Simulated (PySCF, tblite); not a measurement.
**C₅H₉AlF₂S: geometry, infrared bands and NMR shifts**

Wanted: the infrared bands and NMR shifts of C₅H₉AlF₂S (`CCS/C(C)=[CH]/[Al]([F])[F]`), by calculation.

Computed with tblite 0.8.0 and PySCF 2.14.0, with density-fitted response routines of our own, on a single molecule in the gas phase. Atoms are numbered from 0 throughout.

## 1. Starting geometry

18 atoms, charge 0, multiplicity 1; geometry from: force field or distance geometry start.

Bonds of the start (Å): C0–C1 1.53, C1–S2 1.82, S2–C3 1.78, C3–C4 1.50, C3–C5 1.33, C5–Al6 1.97, Al6–F7 1.82, Al6–F8 1.82, C0–H9 1.13, C0–H10 1.12, C0–H11 1.10, C1–H12 1.10, C1–H13 1.11, C4–H14 1.11, C4–H15 1.12, C4–H16 1.12, C5–H17 1.09.

## 2. Optimising the geometry with GFN2-xTB

What the job is given:

```
{"job": {"kind": "relax", "xc": "GFN2-xTB", "basis": "xTB"}, "charge": 0, "multiplicity": 1}
C     -2.619900     0.357300    -0.078200
C     -1.997900     0.666100    -1.439000
S     -0.709500    -0.556300    -1.823800
C      0.706400    -0.463800    -0.749400
C      1.790200    -1.475900    -0.991900
C      0.797700     0.425100     0.233500
Al     2.354300     0.544800     1.442000
F      2.796000     2.106800     2.267500
F      3.677000    -0.711400     1.476400
H     -3.747500     0.371400    -0.160400
H     -2.353600    -0.676900     0.273600
H     -2.372000     1.115400     0.684400
H     -2.794700     0.559200    -2.185500
H     -1.610200     1.705800    -1.478300
H      2.266400    -1.708700    -0.022300
H      1.296600    -2.385300    -1.422900
H      2.507400    -1.021000    -1.718300
H      0.004500     1.153600     0.416200
```

Launch:

```console
$ OMP_NUM_THREADS=1 python probes_run.py task.json out
```

This one command runs all jobs of the session in turn.

**Question.** This job is followed by: GFN2-xTB harmonic vibrations, gas phase; GIAO PBE0/pcSseg-1 NMR shielding, non-relativistic, gas phase. What will the session give for the following? strongest single infrared mode (GFN2-xTB); zero-point energy (GFN2-xTB); 13C shifts against TMS (PBE0/pcSseg-1); 1H shifts against TMS (PBE0/pcSseg-1, means over atoms taken as alike); 33S shifts against CS2 (PBE0/pcSseg-1); 27Al shifts against AlH4- (PBE0/pcSseg-1); 19F shifts against CFCl3 (PBE0/pcSseg-1, means over atoms taken as alike); surface potential, 1st and 99th percentile.

**Answer**, as computed:

```
                                                                 quantity                               value
                                strongest single infrared mode (GFN2-xTB)               1598 cm⁻¹, 173 km/mol
                                             zero-point energy (GFN2-xTB)                       81.3 kcal/mol
                                   13C shifts against TMS (PBE0/pcSseg-1)  177.5, 103.6, 33.0, 31.4, 15.2 ppm
   1H shifts against TMS (PBE0/pcSseg-1, means over atoms taken as alike)          4.96, 2.81, 2.37, 1.31 ppm
                                   33S shifts against CS2 (PBE0/pcSseg-1)                             143 ppm
                                27Al shifts against AlH4- (PBE0/pcSseg-1)                            24.2 ppm
19F shifts against CFCl3 (PBE0/pcSseg-1, means over atoms taken as alike)                          -171.6 ppm
                                    surface potential, 1st and 99th percentile                  -1.43 V and 3.12 V
```

**Reading.** The optimisation took 112 steps and gained 0.978 eV; among the close pairs (by a distance rule), Al6–F8 changed most, from 1.824 to 1.654 Å. All 48 modes are real, so the xTB geometry is a minimum. The strongest single mode, at 1598 cm⁻¹, moves mainly C3 and C5. Unscaled tight-binding wavenumbers are off by several per cent, some by more. Its intensities can rank the bands wrongly. H17 (hydrogen on an alkene CH) lies farthest downfield among hydrogen, at 4.96 ppm; attached to an sp2 carbon and in the plane of the double bond. At PBE0/pcSseg-1: The widest tensor belongs to S2: span 361 ppm, with a paramagnetic part of -697 ppm. At PBE0/pcSseg-1, counted by nearest atom on the grid, the HOMO lies on S2 53 %; C5 25 %, the LUMO on Al6 27 %; C3 27 %.
